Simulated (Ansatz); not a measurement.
Mg6CuSi:

```
Cu Si Mg
1.0
     4.85119    0.00000    0.00000
     0.00000    3.09516    5.17320
     0.00000   -3.09516    5.17320
Cu Si Mg
1 1 6
Cartesian
  2.4256 0.0000 8.6223
  2.4256 0.0000 3.4404
  0.0000 0.0000 1.7527
  0.0000 0.0000 6.9508
  0.0000 1.5732 4.2647
  0.0000 -1.5732 4.2647
  2.4256 1.5442 6.0450
  2.4256 -1.5442 6.0450
```

The cell comes from a database or a generator and needn't be the stable form of this composition.

```yaml
Program: Ansatz 0.2.0
Task: single point
Functional: PBE
Potentials_or_basis: Ansatz PAW
Cutoff: "420 eV (not typed: the program's choice for these potentials)"
k_mesh: 6 × 5 × 5
Occupations: fermi-dirac, width 0.05 eV
Spin: no spin polarisation
```

On this cell: pressure 0.1 GPa; largest force 0.047 eV/Å; band gap on the k mesh none (metal or under the smearing width).

The same run follows on a disturbed copy (atoms moved at random, drawn with an rms of 0.05 Å):

```
Cu Si Mg
1.0
     4.85119    0.00000    0.00000
     0.00000    3.09516    5.17320
     0.00000   -3.09516    5.17320
Cu Si Mg
1 1 6
Cartesian
  2.3897 0.0244 8.6375
  2.4396 0.0215 3.4417
  0.0177 -0.0230 1.7031
  -0.0129 0.0227 6.9429
  -0.0235 1.5961 4.2698
  -0.0031 -1.5855 4.2753
  2.4192 1.5428 6.0487
  2.4965 -1.5785 6.0702
```

**Question.** What does the disturbed cell give?

**Answer.** The energy (extrapolated to zero smearing) moves by +3.5 meV/atom; pressure 0.1 GPa; largest force 0.354 eV/Å; band gap on the k mesh none (metal or under the smearing width).

Forces on the atoms (eV/Å):
```
Cu   0.034 -0.015 -0.040
Si  -0.037 -0.062  0.027
Mg   0.059  0.115  0.267
Mg   0.122 -0.132 -0.022
Mg   0.035 -0.131 -0.167
Mg   0.109  0.152 -0.080
Mg  -0.007 -0.088  0.011
Mg  -0.315  0.162  0.005
```

Stress tensor (GPa, compression positive):
```
-0.76 -0.02 -0.10
-0.02  0.98 -0.06
-0.10 -0.06  0.16
```
